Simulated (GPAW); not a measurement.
NbTe, 2 atoms in the cell. Symmetry: Pm-3m, No. 221, cubic system. Conventional cell: a = 3.426 Å, b = 3.426 Å, c = 3.426 Å, α = 90.00°, β = 90.00°, γ = 90.00°. Nb (site symmetry m-3m) has 8 Te at 2.97 Å as nearest neighbours. Te (site symmetry m-3m) has 8 Nb at 2.97 Å as nearest neighbours. The cell was built by a generator and needn't be a form met in nature.

| Property | Result |
| --- | --- |
| Program | GPAW 26.7.0 |
| Task | band structure |
| Functional | SCAN |
| Potentials or basis | GPAW PAW data sets (gpaw-data 1.2.1) |
| Cutoff | 600 eV |
| Basis | pw |
| k mesh | 8 × 8 × 8 |
| Occupations | fermi-dirac, width 0.05 eV |
| Spin | no spin polarisation |
| Maxiter | 150 |
| Band path | GXMGRX,MR |
| Band points | 60 |

Potentials or basis: GPAW PAW data sets (gpaw-data 1.2.1), pw.

The run is started by

```sh
$ OMP_NUM_THREADS=1 python run.py
```

Hardware: 1 thread of Arm Neoverse V2, with other jobs on the host.

Problem. How long does it take, and how much memory?

Solution. Wall time 62 s on 1 thread of Arm Neoverse V2, with other jobs on the host, peak memory 0.37 GiB. Counts: scf iterations 17, plane waves 1376, bands 20, k points 35.
